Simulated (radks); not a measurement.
# Sn⁴⁻ held by a Watson sphere

An exercise on one series of results from a longer session: the logs are not shown, and one member is left open.

Program: radks (a radial shooting solver on a logarithmic mesh, Libxc functionals) version 1. Level of theory: scalar-relativistic Kohn-Sham, PBE, spin-polarised, spherical densities, finite nucleus. These are calculated values, not measurements, unless marked.

## What is computed

- element: tin (Z = 50)
- charge: -4
- electrons: 54
- configuration: [Xe]
- nuclear rms radius: 4.6519 fm

The outer shells:

Sn⁴⁻
```
[Kr] core
4d [↑↓][↑↓][↑↓][↑↓][↑↓]
5s [↑↓]
5p [↑↓][↑↓][↑↓]
```

Set-up of the first run:

Input:

```text
Z 50
configuration [Xe]
relativity scalar-relativistic
functional pbe,pbe
spin polarised
nucleus finite rms 4.6519 fm
c 137.035999084
watson charge 4 radius 2.62 bohr
response adiabatic LDA kernel
```

Among the steps run: R = 2.62 bohr; R = 3.59 bohr; R = 4.04 bohr; R = 4.44 bohr; R = 4.53 bohr; R = 4.74 bohr; R = 5.04 bohr; R = 5.13 bohr; R = 5.67 bohr.

One of the session's tables, all rows but one given; the rest of the session is left out.

```
R (bohr)  highest level (eV)  its <r> (bohr)  sum of <r²> (bohr²)  α (bohr³)
    2.62              -6.836           2.917                95.17      56.50
    3.59              -5.326           3.439                120.6      110.2
    4.04              -4.725           3.691                134.1      150.2
    4.44              -4.264           3.919                146.8      196.7
    4.53              -4.169           3.970                149.8      208.8
    4.74              -3.962           4.092                157.0      239.5
    5.04                   ?               ?                    ?          ?
    5.13              -3.622           4.320                171.0      306.5
    5.67              -3.236           4.639                192.0      422.8
```

Estimate the missing values for R (bohr) = 5.04.

Worked estimate for «highest level (eV)». A straight line through the neighbours (4.74, -3.962) and (5.13, -3.622) gives -3.962 + (-3.622 + 3.962) × (5.04 − 4.74) / (5.13 − 4.74) = -3.700; a parabola fitted to 4 rows on both sides gives -3.696.

As computed: highest level (eV): -3.695; its <r> (bohr): 4.267; sum of <r²> (bohr²): 167.7; α (bohr³): 289.9. In «highest level (eV)» the line misses by -0.005 and the parabola by -0.001.

What this shows: From R = 2.62 to 5.67 bohr the top level moves from -6.836 to -3.236 eV and its mean radius from 2.92 to 4.64 bohr. A wider sphere makes a shallower well, so the ion swells.
